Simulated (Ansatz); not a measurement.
# NbCu (Fm-3m) in Ansatz: a series of runs

The runs below take NbCu through relaxation of cell and atoms, with PBEsol.

All numbers are computed with Ansatz 0.2.0; they aren't measurements. Logs are shortened: lines on timing, memory, paths and dates and some standing lists are left out, and cuts for length are marked.

## Step 1: The structure

Symmetry: Fm-3m, No. 225, cubic system. Conventional cell: a = 5.124 Å, b = 5.124 Å, c = 5.124 Å, α = 90.00°, β = 90.00°, γ = 90.00°. Around Nb (site symmetry m-3m) lie 6 Cu at 2.56 Å. Around Cu (site symmetry m-3m) lie 6 Nb at 2.56 Å.

The cell was built by a generator and needn't be a form met in nature.

## Step 2: Relaxation of cell and atoms, PBEsol

The input, input.yaml:

```yaml
crystal:
  lattice:
    - [0.0, 2.56221, 2.56221]
    - [2.56221, 0.0, 2.56221]
    - [2.56221, 2.56221, 0.0]
  atoms:
    - { symbol: Nb, position: [0.0, 0.0, 0.0] }
    - { symbol: Cu, position: [0.5, 0.5, 0.5] }
hamiltonian:
  xc: pbesol
  pseudopotentials: { kind: paw }
kpoints:
  mp_grid: { grid: [9, 9, 9] }
scf:
  occupations: { method: fermi_dirac, width: 0.05 }
output:
  forces: true
  stress: true
  eigenvalues: true
  write_density: true
  write_potential: true
  elf: true
  volumetric_format: npy
relax:
  f_tol: 0.01
  max_steps: 40
  cell: { stress_tol: 0.05 }
```

Potentials or basis: Ansatz PAW.

The run is started by

```console
ansatz run input.yaml --threads 2 --pin off --max-ram 5632MiB --backend cpu --events-out ev --progress --plain --runs-dir out
```

Log:

```text
Warning: RAYON_NUM_THREADS=2 ignored (pool sized by the plan → 2); use --threads N
Engine: ansatz 0.2.0, aarch64-unknown-linux-gnu
Pseudopotentials: kind: paw
Pseudopotential: Nb, paw, valence charge 13, recommended cutoff 420 eV (normal), Nb.paw.azcp
Pseudopotential: Cu, paw, valence charge 19, recommended cutoff 420 eV (normal), Cu.paw.azcp
Functional definition: PBEsol
  exchange = pbesol_x
  correlation = pbesol_c
Crystal: 2 atoms, lattice volume = 33.641 Å³
Basis set: ecut = 420 eV, 645 PW (Γ), exchange–correlation on 50×50×50 points (8 copies of the dense FFT grid, shifted against one another)
Bands: 20, of which v1, the nominal top of the filled ones, is band 16 counted from 1 (15 counted from 0)
Symmetry: 48 space group operations
Space group: Fm-3m (ITA 225), of the structure as read, at distance tolerance 3.2e-5 Å
k-points: 35 of 729
Non-local potential: Nb, projectors of the file, l = 0: 3, l = 1: 2, l = 2: 2, l = 3: 1
Non-local potential: Cu, projectors of the file, l = 0: 3, l = 1: 2, l = 2: 3, l = 3: 1
PAW form: soft (Blöchl's): semilocal exchange-correlation on the pseudo side does not see the compensation charge
PAW frozen core: Nb, regenerated for the run's functional, and the local potential with it (the file was generated under x = pbe(κ = 0.804, μ = 0.2195149727645171), c = pbe(β = 0.06672455060314922))
PAW frozen core: Cu, regenerated for the run's functional, and the local potential with it (the file was generated under x = pbe(κ = 0.804, μ = 0.2195149727645171), c = pbe(β = 0.06672455060314922))
PAW one-centre angular grid: Nb, 590 points (default); XC on 64 Gauss nodes
PAW one-centre angular grid: Cu, 590 points (default); XC on 64 Gauss nodes
Initial density: superposition of atomic densities (neutral atoms: chi_scale 0, normalization atom), corrected by the library's trained network
Initial wavefunctions: pseudopotential atomic-orbital guess
Functional: x = pbesol(κ = 0.804, μ = 0.12345679012345678), c = pbesol(β = 0.046)
SCF iter   1: F=—  HF=-11082.707958 eV  |F-HF|=—  |Δ(HF+E_count)|=         —  Δρ=1.42e-2  dr2=4.25e-2  ethr=1.77e-3  ⟨swp⟩=5.3  Hψ=2874  notcnv=0
preconditioner: auto → Kerker (q_TF=auto, 2.706 Å⁻¹)  [metal: Δε(μ)=0.026 eV  Ē_g=5.479 eV  σ=0.050 eV  W_gap=0.13  n_scr=14 (ndim 8)  ℏωp=25.6 eV  f_vac=0.000  D(μ)=2.88/eV (n_scr^D=26)]
SCF iter   2: F=—  HF=-11082.701113 eV  |F-HF|=—  |Δ(HF+E_count)|=   6.84e-3  Δρ=2.81e-3  dr2=2.96e-3  ethr=1.33e-4  ⟨swp⟩=2.0  Hψ=1359  notcnv=0
SCF iter   3: F=—  HF=-11082.700288 eV  |F-HF|=—  |Δ(HF+E_count)|=   8.25e-4  Δρ=1.97e-3  dr2=1.31e-3  ethr=9.26e-6  ⟨swp⟩=2.5  Hψ=1035  notcnv=0
SCF iter   4: F=—  HF=-11082.699891 eV  |F-HF|=—  |Δ(HF+E_count)|=   3.97e-4  Δρ=3.73e-4  dr2=3.78e-5  ethr=4.11e-6  ⟨swp⟩=2.0  Hψ=974  notcnv=0
SCF iter   5: F=—  HF=-11082.699893 eV  |F-HF|=—  |Δ(HF+E_count)|=   2.72e-6  Δρ=1.54e-4  dr2=6.63e-6  ethr=1.18e-7  ⟨swp⟩=2.0  Hψ=913  notcnv=0
SCF iter   6: F=—  HF=-11082.699893 eV  |F-HF|=—  |Δ(HF+E_count)|=   2.51e-7  Δρ=2.44e-5  dr2=1.89e-7  ethr=2.07e-8  ⟨swp⟩=2.3  Hψ=918  notcnv=0
SCF iter   7: F=-11082.699893 eV  HF=-11082.699893 eV  |F-HF|=6.03e-8  |Δ(HF+E_count)|=   6.69e-8  Δρ=1.39e-5  dr2=5.06e-8  ethr=3.13e-10  ⟨swp⟩=7.8  Hψ=4519  notcnv=0
SCF 1 converged in 7 iterations: F = -11082.699893 eV  dr2 = 5.06e-8
relax step   1: F+E_penalty+E_count = -11082.69989293 eV  Δ(F+E_penalty+E_count) = +0.000e0 eV  max|allowed force component| = 5.956e-29 eV/Å  Δτ_max = 0.0000 Å  P = -5.792 GPa  Ω = 33.641 Å³  (7 SCF iters, dr2 threshold 1.00e-7 eV, accepted)
Crystal: 2 atoms, lattice volume = 31.874 Å³
Basis set: ecut = 420 eV, 609 PW (Γ), exchange–correlation on 50×50×50 points (8 copies of the dense FFT grid, shifted against one another)
Initial density: handed on by an earlier stage of this run
Initial wavefunctions: those handed on with the density
iter 1 solved again at ethr=5.72e-4 eV; its pass at ethr=3.10e-3 eV (dr2=1.83e-1 eV) is discarded
SCF iter   1: F=—  HF=-11082.744277 eV  |F-HF|=—  |Δ(HF+E_count)|=         —  Δρ=2.73e-2  dr2=1.83e-1  ethr=5.72e-4  ⟨swp⟩=1.0  Hψ=3696  notcnv=0
preconditioner: auto → Kerker (q_TF=auto, 2.730 Å⁻¹)  [metal: Δε(μ)=0.049 eV  Ē_g=5.674 eV  σ=0.050 eV  W_gap=0.24  n_scr=14 (ndim 8)  ℏωp=26.3 eV  f_vac=0.000  D(μ)=2.57/eV (n_scr^D=26)]
SCF iter   2: F=—  HF=-11082.724843 eV  |F-HF|=—  |Δ(HF+E_count)|=   1.94e-2  Δρ=5.08e-3  dr2=1.09e-2  ethr=5.72e-4  ⟨swp⟩=2.1  Hψ=984  notcnv=0
SCF iter   3: F=—  HF=-11082.721849 eV  |F-HF|=—  |Δ(HF+E_count)|=   2.99e-3  Δρ=3.62e-3  dr2=5.10e-3  ethr=3.39e-5  ⟨swp⟩=2.2  Hψ=1123  notcnv=0
[... 21 lines left out ...]
SCF iter   2: F=—  HF=-11082.724639 eV  |F-HF|=—  |Δ(HF+E_count)|=   6.51e-6  Δρ=8.02e-5  dr2=2.83e-6  ethr=1.90e-7  ⟨swp⟩=1.9  Hψ=786  notcnv=0
SCF iter   3: F=—  HF=-11082.724638 eV  |F-HF|=—  |Δ(HF+E_count)|=   8.85e-7  Δρ=6.18e-5  dr2=1.55e-6  ethr=8.83e-9  ⟨swp⟩=2.0  Hψ=885  notcnv=0
iter 4 did not close the SCF: its close was put off for the readings that it lacked (scf_convergence_deferred on its scf_iter line)
SCF iter   4: F=-11082.724638 eV  HF=-11082.724638 eV  |F-HF|=1.41e-8  |Δ(HF+E_count)|=   1.63e-7  Δρ=1.43e-5  dr2=3.50e-8  ethr=4.83e-9  ⟨swp⟩=2.1  Hψ=867  notcnv=0
iter 5 did not close the SCF: its close was put off for the readings that it lacked (scf_convergence_deferred on its scf_iter line)
SCF iter   5: F=-11082.724638 eV  HF=-11082.724638 eV  |F-HF|=2.00e-9  |Δ(HF+E_count)|=   3.48e-8  Δρ=3.12e-6  dr2=4.12e-9  ethr=1.09e-10  ⟨swp⟩=2.0  Hψ=1218  notcnv=0
SCF iter   6: F=-11082.724638 eV  HF=-11082.724638 eV  |F-HF|=1.09e-10  |Δ(HF+E_count)|=  4.26e-10  Δρ=6.53e-7  dr2=1.63e-10  ethr=1.29e-11  ⟨swp⟩=4.6  Hψ=3386  notcnv=0
SCF 4 converged in 6 iterations: F = -11082.724638 eV  dr2 = 1.63e-10
relax step   4: F+E_penalty+E_count = -11082.72463808 eV  Δ(F+E_penalty+E_count) = -2.408e-5 eV  max|allowed force component| = 3.116e-29 eV/Å  Δτ_max = 0.0000 Å  P = -0.004 GPa  Ω = 32.338 Å³  energy of the carried Pulay correction = +3.050e-4 eV  (6 SCF iters, dr2 threshold 6.53e-8 eV, accepted)
Basis set: ecut = 420 eV, 609 PW (Γ), exchange–correlation on 48×48×48 points (8 copies of the dense FFT grid, shifted against one another)
Initial wavefunctions: pseudopotential atomic-orbital guess (no wavefunctions were taken with the density)
iter 1 solved again at ethr=5.36e-8 eV; its pass at ethr=3.10e-3 eV (dr2=1.72e-5 eV) is discarded
SCF iter   1: F=—  HF=-11082.724309 eV  |F-HF|=—  |Δ(HF+E_count)|=         —  Δρ=6.59e-5  dr2=1.69e-7  ethr=5.36e-8  ⟨swp⟩=3.0  Hψ=4900  notcnv=0
preconditioner: auto → Kerker (q_TF=auto, 2.724 Å⁻¹)  [metal: Δε(μ)=0.028 eV  Ē_g=5.749 eV  σ=0.050 eV  W_gap=0.14  n_scr=14 (ndim 8)  ℏωp=26.1 eV  f_vac=0.000  D(μ)=2.97/eV (n_scr^D=26)]
SCF iter   2: F=—  HF=-11082.724298 eV  |F-HF|=—  |Δ(HF+E_count)|=   1.11e-5  Δρ=3.57e-5  dr2=1.32e-7  ethr=5.29e-10  ⟨swp⟩=2.5  Hψ=1213  notcnv=0
SCF iter   3: F=—  HF=-11082.724298 eV  |F-HF|=—  |Δ(HF+E_count)|=   1.94e-8  Δρ=1.21e-5  dr2=1.13e-8  ethr=4.13e-10  ⟨swp⟩=1.0  Hψ=700  notcnv=0
SCF iter   4: F=—  HF=-11082.724298 eV  |F-HF|=—  |Δ(HF+E_count)|=  8.37e-11  Δρ=7.63e-7  dr2=2.02e-10  ethr=3.54e-11  ⟨swp⟩=2.0  Hψ=955  notcnv=0
SCF iter   5: F=—  HF=-11082.724298 eV  |F-HF|=—  |Δ(HF+E_count)|=  2.44e-10  Δρ=6.00e-7  dr2=3.19e-11  ethr=1.00e-12  ⟨swp⟩=2.0  Hψ=1245  notcnv=0
SCF iter   6: F=-11082.724298 eV  HF=-11082.724298 eV  |F-HF|=0.00e0  |Δ(HF+E_count)|=  1.09e-11  Δρ=5.21e-8  dr2=3.96e-13  ethr=1.00e-12  ⟨swp⟩=5.0  Hψ=2770  notcnv=0
SCF 5 converged in 6 iterations: F = -11082.724298 eV  dr2 = 3.96e-13
relax step   5: F+E_penalty+E_count = -11082.72429781 eV  Δ(F+E_penalty+E_count) = +3.403e-4 eV  max|allowed force component| = 2.419e-29 eV/Å  Δτ_max = 0.0000 Å  P = +0.004 GPa  Ω = 32.338 Å³  stress off target by 3.55e-3 GPa  SCF on the basis re-selected at this cell (its energy is not comparable with the rows above)  (6 SCF iters)
basis re-selected at this cell: Δ(F+E_penalty+E_count) = +3.403e-4 eV, ΔP = +0.007 GPa vs the last step (what re-selecting the basis moved, of the pressure what is left beyond the Pulay correction that the steps carried, after the strain that the cell walked since its last selection, with what the two solves' SCF thresholds leave and, on support functions, any second-order correction that the steps lacked; it is no measure of the basis error at this ecutwfc). The dense FFT grid was sized anew with the basis: this SCF ran on 24×24×24 points, the steps before it on 25×25×25, so part of this shift can come from that change (see relax.cell in the input reference). This SCF's stress stands 3.55e-3 GPa from its target on what of the cell is left free (relax.cell.stress_tol is 5.00e-2 GPa) and its largest allowed force component is 2.42e-29 eV/Å (relax.f_tol is 1.00e-2 eV/Å): within both
SCF converged after 6 iterations
Free energy (F): -11082.724298 eV
Harris-Foulkes:  -11082.724298 eV  (|F-HF|=0.00e0)
Internal energy: -11082.700485 eV  (E = F + TS)
E sigma→0 (E₀):  -11082.712391 eV
Entropy (-TS):   -0.023813 eV (-11.906 meV/atom)
Fermi energy:    15.776126 eV
--- Per-component energies (eV) ---
  E_band       = -489.645352
  E_kinetic    = 692.392596
  E_local      = -5493.777233  (includes V_loc(G=0)·N_el)
  E_nonlocal   = 503.926150
  E_hartree    = 2339.500729
  E_xc         = -263.311804
  E_vxc        = -327.640142  (∫ρ·V_xc dr)
  E_paw        = -4636.052855  (= ΣΔE_a)
  E_vpaw       = -543.548448  (= ΣTr[D̂ρ^β])
  E_aug_tail   = 0.000264  (compensation charges beyond the density's cutoff)
  E_ewald      = -4225.773242
  E_core_change = 0.394911  (= ΣΔE_core)
  E_smearing   = -0.023813  (= −TS)
  E_closure    = -0.000000  (closes the sum)
  Σ components = -11082.724298   (vs F -11082.724298, Δ=0.00e0)
--- Forces (eV/Å), atoms counted from 1 ---
  atom   1  Nb    -0.00000000     0.00000000     0.00000000
  atom   2  Cu     0.00000000    -0.00000000     0.00000000
  max |Σ_I F_I| component: 4.42e-29 eV/Å
--- Stress (GPa, compression-positive) ---
        0.003552      -0.000000       0.000000
       -0.000000       0.003552      -0.000000
        0.000000      -0.000000       0.003552
  P = ⅓ Tr σ = 0.0036 GPa (0.036 kbar)
--- Band table (eV; the first three rows and the last of 35) ---
  k-point 0: bands = ["-97.2449", "-54.7485", "-54.7485", "-54.7485", "-39.1417", "-15.1185", "-15.1185", "-15.1185", "8.5068", "11.3066", "11.3066", "11.6302", "11.6302", "11.6302", "16.8653", "16.8653", "16.8653", "18.3539", "18.3539", "24.7547"]
  k-point 1: bands = ["-97.2449", "-54.7487", "-54.7485", "-54.7485", "-39.1391", "-15.1453", "-15.1232", "-15.1232", "8.7816", "11.3915", "11.3915", "11.6354", "11.7118", "11.7118", "16.5854", "16.8296", "16.8296", "17.9827", "17.9827", "24.1224"]
  k-point 2: bands = ["-97.2448", "-54.7492", "-54.7485", "-54.7485", "-39.1327", "-15.2125", "-15.1352", "-15.1352", "9.5598", "11.6320", "11.6320", "11.6681", "11.9267", "11.9267", "15.8925", "16.4139", "16.4139", "17.5656", "17.5656", "22.7310"]
  k-point 34: bands = ["-97.2448", "-54.7495", "-54.7493", "-54.7490", "-39.1154", "-15.2731", "-15.2449", "-15.2030", "11.5678", "11.6946", "11.9061", "11.9157", "12.6019", "12.7309", "14.8304", "15.3278", "15.7428", "18.1573", "19.3849", "20.4168"]
--- Relaxed structure (4 steps of the walk, 4 accepted, 1 SCFs on fresh bases) ---
  F+E_penalty+E_count = -11082.72429781 eV   max|allowed force component| = 2.419e-29 eV/Å   (the final SCF, on the basis selected at the relaxed cell)
  cell:  # Å, volume = 32.3379 Å³
    - [-3.6944051274631274e-34, 2.52868152292401, 2.52868152292401]
    - [2.52868152292401, 1.2364238698573208e-33, 2.52868152292401]
    - [2.52868152292401, 2.52868152292401, -7.890125535800587e-34]
  atoms:
    - { symbol: Nb, position: [-2.2510875173525236e-36, 2.2510875173603568e-36, 3.8170614425063646e-36] }
    - { symbol: Cu, position: [0.5, 0.5, 0.5] }
```

Wall time 7.3 s (2 threads of Arm Neoverse N1, shared host); peak memory 0.33 GiB.

Results:

```yaml
Free_energy: -11082.7243 eV
Relaxed_volume: 16.17 Å³/atom
Relaxed_cell: a = 3.576 Å, b = 3.576 Å, c = 3.576 Å, α = 60.00°, β = 60.00°, γ = 60.00°
Space_group_after_relaxing_to_0.05_Å: Fm-3m (No. 225)
Energy_gained_by_relaxing: 12.2 meV/atom
Ionic_steps: 5
Pressure_after_relaxing: 0.0 GPa
Band_gap_on_the_k_mesh: none (metal or under the smearing width)
```

Step by step:
```
step  energy change (eV)  largest force (eV/Å)  volume (Å³)
   1              0.0000                0.0000        33.64
   2             -0.0215                0.0000        31.87
   3             -0.0247                0.0000        32.37
   4             -0.0247                0.0000        32.34
   5             -0.0244                0.0000        32.34
```

Final structure:
```xyz
2
Lattice="0.0000 2.5287 2.5287 2.5287 0.0000 2.5287 2.5287 2.5287 0.0000" Properties=species:S:1:pos:R:3 pbc="T T T"
Nb    0.0000    0.0000    0.0000
Cu    2.5287    2.5287    2.5287
```

Levels at points of the mesh, in eV from the Fermi level:
```
           k point  band 14  band 15  band 16  band 17  band 18  band 19
(0.00, 0.00, 0.00)    -4.15     1.09     1.09     1.09     2.58     2.58
```

Caveat: the plane-wave basis is chosen anew once the cell has moved, so the energies of steps on either side of that aren't comparable; the PAW data sets come from PBE, with cores solved anew for the run's functional, which leaves a small shift of forces and pressure.

[end of part 1 of 2]
